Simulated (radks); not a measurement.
# The first electron to leave Yb²⁺

Aim: remove one electron from each of the outer sub-shells of Yb²⁺ ([Xe] 4f14) in turn, let the ion relax, and find the cheapest removal. The parent's configuration is the lowest that an earlier search found at this level.

Program: radks (a radial shooting solver on a logarithmic mesh, Libxc functionals) version 1. Level of theory: scalar-relativistic Kohn-Sham, r2SCAN, spin-polarised, spherical densities, finite nucleus; open shells are filled with parallel spins first. These are calculated values, not measurements, unless marked.

4 further runs of the same task are left out: 4 set aside as unsound or not needed.

**1. What is computed**

```
element            : ytterbium (Z = 70)
charge             : +2
electrons          : 68
configuration      : [Xe] 4f14
nuclear rms radius : 5.3108 fm
```

The outer shells:

Yb²⁺
```
[Xe] core
4f [↑↓][↑↓][↑↓][↑↓][↑↓][↑↓][↑↓]
```

**2. The parent, Yb²⁺**

From an earlier run at this level the parent has E = -14058.926153 hartree and these outer levels (eV):

| level | occupation | energy (eV) |
| --- | --- | --- |
| 3p | 6 | -1995.0 |
| 3d | 10 | -1537.8 |
| 4s | 2 | -482.74 |
| 4p | 6 | -359.09 |
| 4d | 10 | -195.55 |
| 5s | 2 | -71.157 |
| 5p | 6 | -43.011 |
| 4f | 14 | -17.375 |

**3. Remove 4f: [Xe] 4f13**

The run's settings:

```text
Z 70
configuration [Xe] 4f13
relativity scalar-relativistic
functional r2scan,r2scan
spin polarised
nucleus finite rms 5.3108 fm
c 137.035999084
```

**4. Remove 5p: [Kr] 4d10 4f14 5s2 5p5**

Settings, as their differences from step 3:

```diff
@@ -1,3 +1,3 @@
 Z 70
-configuration [Xe] 4f13
+configuration [Kr] 4d10 4f14 5s2 5p5
 relativity scalar-relativistic
```

**5. Remove 5s: [Kr] 4d10 4f14 5s1 5p6**

The run's settings:

```text
Z 70
configuration [Kr] 4d10 4f14 5s1 5p6
relativity scalar-relativistic
functional r2scan,r2scan
spin polarised
nucleus finite rms 5.3108 fm
c 137.035999084
```

**6. Remove 4d: [Kr] 4d9 4f14 5s2 5p6**

The run's settings:

```text
Z 70
configuration [Kr] 4d9 4f14 5s2 5p6
relativity scalar-relativistic
functional r2scan,r2scan
spin polarised
nucleus finite rms 5.3108 fm
c 137.035999084
```

**7. Ion rearranged (move 4f to 6s after a removal): [Xe] 4f12 6s1**

The run's settings:

```text
Z 70
configuration [Xe] 4f12 6s1
relativity scalar-relativistic
functional r2scan,r2scan
spin polarised
nucleus finite rms 5.3108 fm
c 137.035999084
```

**8. Ion rearranged (move 4f to 6p after a removal): [Xe] 4f12 6p1**

Settings, as their differences from step 7:

```diff
@@ -1,3 +1,3 @@
 Z 70
-configuration [Xe] 4f12 6s1
+configuration [Xe] 4f12 6p1
 relativity scalar-relativistic
```

**9. Ion rearranged (move 4f to 5d after a removal): [Xe] 4f12 5d1**

Settings, as their differences from step 8:

```diff
@@ -1,3 +1,3 @@
 Z 70
-configuration [Xe] 4f12 6p1
+configuration [Xe] 4f12 5d1
 relativity scalar-relativistic
```

Q: Predict the outcome of this session. Wanted: for each run, case; final configuration; Δ-SCF; −ε of the level emptied.

As calculated:

| case | final configuration | Δ-SCF (eV) | −ε of the level emptied (eV) |
| --- | --- | --- | --- |
| remove 4f | [Xe] 4f13 | 26.130 | 17.375 |
| ion rearranged (move 4f to 5d after a removal) | [Xe] 4f12 5d1 | 39.012 | - |
| ion rearranged (move 4f to 6s after a removal) | [Xe] 4f12 6s1 | 41.238 | - |
| ion rearranged (move 4f to 6p after a removal) | [Xe] 4f12 6p1 | 47.871 | - |
| remove 5p | [Kr] 4d10 4f14 5s2 5p5 | 49.486 | 43.011 |
| remove 5s | [Kr] 4d10 4f14 5s1 5p6 | 78.181 | 71.157 |
| remove 4d | [Kr] 4d9 4f14 5s2 5p6 | 205.03 | 195.55 |

Removal from 4f costs least (26.130 eV), ahead of 5p (49.486 eV). 4f is also the highest occupied level of the parent. NIST lists 25.05 eV (semi-empirical), between the same two configurations. Open shells are spherical and high-spin; term and fine-structure splittings are not resolved. Spin-orbit splitting is averaged out at the scalar-relativistic level.
